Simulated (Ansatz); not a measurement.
This script makes an all-electron equation of state of VH, space group Fm-3m with Ansatz's Python interface.

`vh.py`:
```python
# -*- coding: utf-8 -*-
'''All-electron equation of state of VH.'''

import ansatz as az
from ase.eos import EquationOfState
from ase.units import GPa
import numpy as np

vectors0 = np.array([
    [0.0, 1.963754, 1.963754],
    [1.963754, 0.0, 1.963754],
    [1.963754, 1.963754, 0.0],
])
sites = [
    ('V', [0.0, 0.0, 0.0], 1.5),
    ('H', [0.5, 0.5, 0.5], 0.0),
]


def build(cell):
    crystal = az.Crystal(lattice=az.Lattice.of(cell))
    for symbol, position, moment in sites:
        crystal = crystal.atom(symbol, position, moment=moment or None)
    return crystal

volumes, energies = [], []
for scale in np.linspace(0.94, 1.06, 7):
    cell = vectors0 * scale ** (1 / 3)
    base = (
        build(cell).calculation()
        .occupations('fermi_dirac')
        .scf(tolerance=1e-08)
        .spin('collinear')
        .functional('pbesol')
        .kpoints(13, 13, 13)
        .pseudopotentials('all_electron', lapw=True, basis_error=0.001)
    )
    rep = base.run().report
    volumes.append(abs(np.linalg.det(cell)) / len(sites))
    energies.append(rep['free_energy_ev'] / len(sites))
    print(f'{scale:.3f} {volumes[-1]:9.4f} A^3/atom {energies[-1]:16.5f} eV/atom  (estimated basis error {1000 * rep["lapw_basis_errors"]["total_ev_per_atom"]:.2f} meV/atom)')
v0, e0, bulk = EquationOfState(volumes, energies, eos='birchmurnaghan').fit()
print(f'V0 = {v0:.4f} A^3/atom, B0 = {bulk / GPa:.1f} GPa')
```

From its runs, with one value withheld:

| V (Å³/atom) | F less the lowest row shown (meV/atom) |
| --- | --- |
| 7.119 | 9.39 |
| 7.270 | 2.40 |
| 7.421 | 0.00 |
| 7.573 | 1.76 |
| 7.724 | 7.27 |
| 7.876 | 16.17 |
| 8.027 | ? |

What is the missing energy at 8.027 Å³ an atom?

A third-order Birch-Murnaghan fit, E = E0 + (9 V0 B0 / 16) [(t - 1)³ B' + (t - 1)² (6 - 4t)] with t = (V0/V)^(2/3), through the 6 rows shown gives V0 = 7.431 Å³, B0 = 214.0 GPa, B' = 3.97 and E0 = -0.01 meV. At V = 8.027 Å³, t = 0.94981, and the fit extrapolates to 28.14 meV. The run gave 28.13 meV, a miss of 0.01 meV.

These settings explore the input space; cutoff and mesh may be short of convergence. The SCF didn't keep the moments it started from (some shrank, vanished or turned); what is printed is the state reached. The mesh is modest for a metal, so energies can be off by several to tens of meV an atom and pressures by half a GPa or more; differences at equal mesh fare better. This cell is a computed structure, which may not be the phase found in nature. Finished in 110 s on 1 thread of Arm Neoverse V1, on a shared host, peak memory 0.41 GiB.
